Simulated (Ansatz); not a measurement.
**NaGe+ (triplet): the correlation ladder at distance Ge1–Na2 = 5.112 Å, aug-cc-pVTZ**

How much of the correlation energy of NaGe+ (triplet) does each wave-function method recover here?

Program: Ansatz 0.2.0, Gaussian basis. Level of theory: aug-cc-pVTZ, core rule «outside noble gas», up to 19 orbitals frozen. These are calculated values, not measurements.

Plan: UHF; CCSD(T) on ROHF; CCSD(T) on UHF; BCCD(T) on ROHF; CCSDT(Q) on ROHF; CCSDT(Q) on UHF; Full CI; Full CI in the symmetry of the determinant.

53 further runs of the same task are left out: 29 for a known fault of the program, 18 that didn't finish, 6 set aside as unsound or not needed.

## Step 1: The system

The geometry derives from a PBE0/def2-TZVP stationary point (not a proven minimum). One bond is set to the value named and the two fragments are kept rigid. No spin-orbit coupling is included. The filled d shell of Ge may be among the frozen orbitals whatever the setting's name suggests; the logs give the count.

2 atoms, charge 1, spin multiplicity 3.

Atoms are counted from 1 here; the program's logs count them from 0.

No contacts short enough for the rule that draws bonds.

As a file:

```xyz
2
GeNa
Ge    0.0000    0.0000    0.0000
Na    0.0000    0.0000    5.1120
```

## Step 2: UHF

File in.yaml:

```yaml
crystal:
  periodic: [false, false, false]
  atoms:
    - {symbol: Ge, position_ang: [0.000000, 0.000000, 0.000000]}
    - {symbol: Na, position_ang: [0.000000, 0.000000, 5.112000]}
basis:
  gaussian: {orbitals: aug-cc-pVTZ}
total_charge: 1
magnetization: {spin_polarized: true, initial_magnetization: 2}
hamiltonian: {xc: hf}
output: {orbitals: {seedname: orbitals}}
```

Launch:

```bash
$ ansatz run in.yaml --threads 1 --pin off --events-out ev --progress --plain --max-ram 2393MiB
```

Further steps of the session: CCSD(T) on ROHF; CCSD(T) on UHF; BCCD(T) on ROHF; CCSDT(Q) on ROHF; CCSDT(Q) on UHF; Full CI; Full CI in the symmetry of the determinant.

Q: Predict the results of all the runs planned. Wanted: FCI below the RHF energy; RMP2 from FCI; UMP2 from FCI; RCCSD from FCI; RCCSD(T) from FCI; UCCSD(T) from FCI; RCCSDT(Q) from FCI; UCCSDT(Q) from FCI; T1 diagnostic.

As calculated:

| quantity | value |
| --- | --- |
| FCI below the RHF energy | -1.9407 eV |
| RMP2 from FCI | +10.70 kcal/mol |
| UMP2 from FCI | +10.61 kcal/mol |
| RCCSD from FCI | +1.67 kcal/mol |
| RCCSD(T) from FCI | +0.37 kcal/mol |
| UCCSD(T) from FCI | +0.13 kcal/mol |
| RCCSDT(Q) from FCI | 0.00 kcal/mol |
| UCCSDT(Q) from FCI | -0.24 kcal/mol |
| levels within 1 kcal/mol (43 meV) | RCCSD(T), UCCSD(T), BCCD(T), RCCSDT, UCCSDT, RCCSDT(Q), UCCSDT(Q) |
| T1 diagnostic | 0.020 |
| effectively unpaired electrons | 2.03 |

What this shows: RCCSD(T) misses by +0.37 kcal/mol, 0.8 % of the correlation energy. UCCSDT, UCCSDT(Q) fall below full CI: unrestricted runs freeze a spin-polarised core, another one than full CI's, and coupled cluster isn't variational. One determinant dominates. These misses are within one basis, not against nature; the frozen cores of restricted and unrestricted runs differ, which can shift their rows.
